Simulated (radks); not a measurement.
# Polarisabilities and dispersion coefficients of Ar, K⁺, Ca²⁺ and others

Aim: static dipole polarisabilities and C6 coefficients, each species in its NIST ground configuration. After each ground state the linear response is solved; its values go to the run's result record, not to the log. Response by self-consistent Sternheimer equations with the Hartree and adiabatic LDA kernel, the relativistic mass of each level held fixed and spin-orbit coupling left out.

The numbers are computed with radks (a radial shooting solver on a logarithmic mesh, Libxc functionals) version 1 (scalar-relativistic Kohn-Sham, LDA (Slater exchange, Perdew-Wang correlation), spin-polarised, spherical densities, finite nucleus), except any that are marked as measured or tabulated.

### 1 The system

- species: Ar ([Ar]), K⁺ ([Ar]), Ca²⁺ ([Ar]), Sc³⁺ ([Ar]), Ti⁴⁺ ([Ar]), V⁵⁺ ([Ar]), Cr⁶⁺ ([Ar]), Mn⁷⁺ ([Ar]), Fe⁸⁺ ([Ar])

### 2 Ar, [Ar]

Settings of this run:

```text
Z 18
configuration [Ar]
relativity scalar-relativistic
functional lda,pw
spin polarised
nucleus finite rms 3.4274 fm
c 137.035999084
response adiabatic LDA kernel
```

### 3 K⁺, [Ar]

Settings of this run:

```text
Z 19
configuration [Ar]
relativity scalar-relativistic
functional lda,pw
spin polarised
nucleus finite rms 3.4349 fm
c 137.035999084
response adiabatic LDA kernel
```

### 4 Ca²⁺, [Ar]

Settings of this run:

```text
Z 20
configuration [Ar]
relativity scalar-relativistic
functional lda,pw
spin polarised
nucleus finite rms 3.4776 fm
c 137.035999084
response adiabatic LDA kernel
```

### 5 Sc³⁺, [Ar]

Settings of this run:

```text
Z 21
configuration [Ar]
relativity scalar-relativistic
functional lda,pw
spin polarised
nucleus finite rms 3.5459 fm
c 137.035999084
response adiabatic LDA kernel
```

### 6 Ti⁴⁺, [Ar]

Settings of this run:

```text
Z 22
configuration [Ar]
relativity scalar-relativistic
functional lda,pw
spin polarised
nucleus finite rms 3.5921 fm
c 137.035999084
response adiabatic LDA kernel
```

### 7 V⁵⁺, [Ar]

Settings of this run:

```text
Z 23
configuration [Ar]
relativity scalar-relativistic
functional lda,pw
spin polarised
nucleus finite rms 3.6002 fm
c 137.035999084
response adiabatic LDA kernel
```

### 8 Cr⁶⁺, [Ar]

Settings of this run:

```text
Z 24
configuration [Ar]
relativity scalar-relativistic
functional lda,pw
spin polarised
nucleus finite rms 3.6452 fm
c 137.035999084
response adiabatic LDA kernel
```

### 9 Mn⁷⁺, [Ar]

Settings of this run:

```text
Z 25
configuration [Ar]
relativity scalar-relativistic
functional lda,pw
spin polarised
nucleus finite rms 3.7057 fm
c 137.035999084
response adiabatic LDA kernel
```

### 10 Fe⁸⁺, [Ar]

Settings of this run:

```text
Z 26
configuration [Ar]
relativity scalar-relativistic
functional lda,pw
spin polarised
nucleus finite rms 3.7377 fm
c 137.035999084
response adiabatic LDA kernel
```

Before running it: what results should come out? Wanted: for each run, species; −ε(HOMO); α; α uncoupled; C6; C8; recommended α.

As calculated:

```csv
species,−ε(HOMO) (eV),α (bohr³),α uncoupled (bohr³),C6 (hartree bohr⁶),C8 (hartree bohr⁸),recommended α (bohr³)
Ar,10.385,12.03,18.00,70.68,1905,11.083
K⁺,24.973,5.743,8.879,24.69,432.7,-
Ca²⁺,43.121,3.344,5.255,11.09,141.8,-
Sc³⁺,64.637,2.163,3.430,5.731,56.59,-
Ti⁴⁺,89.419,1.495,2.383,3.247,25.67,-
V⁵⁺,117.41,1.083,1.731,1.966,12.76,-
Cr⁶⁺,148.57,0.8126,1.301,1.252,6.804,-
Mn⁷⁺,182.88,0.6266,1.004,0.8296,3.833,-
Fe⁸⁺,220.33,0.4941,0.7910,0.5682,2.259,-
```

Uncoupled leaves out the potential induced by the response; C6 and C8 are for like pairs. Ar is the most polarisable and Fe⁸⁺ the least, a factor 24.3 apart. For the pair Ar–Fe⁸⁺ the Casimir-Polder integral gives C6 = 4.976, the rule 2·Ca·Cb/(Ca·αb/αa + Cb·αa/αb) on the like-pair values 4.799. Against the recommended values (Schwerdtfeger and Nagle, 2023 table) the misses are Ar +9 %. C8 is given only where no p, d or f shell is open.
